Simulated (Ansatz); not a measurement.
# AlSn under changes of volume

One of the cells (25.236 Å³/atom); the others are scaled copies at fixed shape and fractional positions:

```
Sn Al
1.0
     4.19811    0.00000    0.00000
    -2.09905    3.63567    0.00000
     0.00000    0.00000    3.30685
Sn Al
1 1
Cartesian
  0.0000 2.4238 1.6534
  0.0000 0.0000 0.0000
```

The cell comes from a database or a generator and needn't be the stable form of this composition.

* Program: Ansatz 0.2.0
* Functional: LDA
* Potentials or basis: all-electron LAPW, scalar-relativistic
* Cutoff: 175 eV (chosen from the basis error)
* Basis error allowed: 0.001 eV/atom
* k mesh: 7 × 7 × 8
* Occupations: fermi-dirac, width 0.05 eV
* Spin: no spin polarisation

```csv
volume (Å³/atom),energy over the lowest point (meV/atom),pressure (GPa)
23.722,0.00,0.2
24.227,1.20,-1.0
24.731,6.01,-2.1
25.236,14.03,-3.0
25.741,24.84,-3.8
26.245,38.02,-4.5
26.750,?,?
```

What does the run at 26.750 Å³/atom give?

Energy over the lowest point 53.31 meV/atom; pressure -5.2 GPa.

Worked out: A Birch-Murnaghan fit of order 3 (a polynomial in V^(-2/3)) to the other rows has its minimum at 23.82 Å³/atom with B0 = V·E''(V) = 61 GPa and B' = 5.4 at fixed shape and positions, which overstates the stiffness. It gives 53.35 meV/atom at 26.750 Å³/atom, against the run's 53.31, and -dE/dV = -5.2 GPa, against -5.2.

Energies are extrapolated to zero smearing.
